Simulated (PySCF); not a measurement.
**NaZn: from the state search to spectroscopic constants**

Aim: find the lowest electronic state of NaZn, scan its bond at several levels of theory, and get bond length, wavenumber and dissociation energy from each curve.

Computed with PySCF 2.14.0. Level: Na 6-31G(d,p), Zn 6-31G(d,p), no relativity.

## Step 1: The job

A driver script around PySCF takes these settings:

```yaml
atoms: Na, Zn
charge: 0
basis: Na 6-31G(d,p), Zn 6-31G(d,p)
Hamiltonian: no relativity
basis_functions: 52
electrons_treated: 41
masses_in_u: 22.9898, 63.9291
levels: PBE0, PBE, r²SCAN, LDA, r²SCAN0, revPBE, HF, MP2, SCS-MP2
grid: 80 radial by 434 angular points
occupations: held fixed by the projection of orbital angular momentum
dissociation_limit: Na + Zn, each in its ground configuration
starting_distance_in_angstrom: 2.765
values_of_2S_to_try: 1, 3
```

After this run come: PBE0 along the bond; Other states along the same grid; PBE (GGA); r²SCAN; LDA; r²SCAN0; revPBE; UHF (mean field).

What does the calculation give? Wanted: for each run, Re; ωe; De; μ.

As calculated:

Lowest PBE0 solution found, without spin–orbit coupling: ²Σ⁺ (doublet), unpaired electrons σ ↑. State 2 has its PBE0 minimum 0.98 eV higher. State 3 has its PBE0 minimum 3.47 eV higher. The other levels ran on the lowest alone.

```csv
level,Re (Å),ωe (cm⁻¹),De (eV),μ (D)
UHF-MP2,2.889,143.8,0.168,n/a
UHF-SCS-MP2,2.927,131.5,0.125,n/a
LDA,2.670,211.3,0.65,-0.39
PBE,2.739,191.8,0.499,-0.18
revPBE,2.776,181.3,0.425,-0.10
r²SCAN,2.770,183.3,0.495,-0.78
PBE0,2.819,165.4,0.362,-0.25
r²SCAN0,2.833,163.9,0.396,-0.82
```

De is counted to Na + Zn in their ground configurations. A positive dipole means Na(−)Zn(+). No constants: UHF (too few points lie around the minimum).

In words: Bond lengths run from 2.670 Å (LDA) to 2.927 Å (UHF-SCS-MP2). Of the levels with a De here, UHF-SCS-MP2 gives the least (0.125 eV) and LDA the most (0.65 eV).

Correlated steps freeze 6 core orbitals.
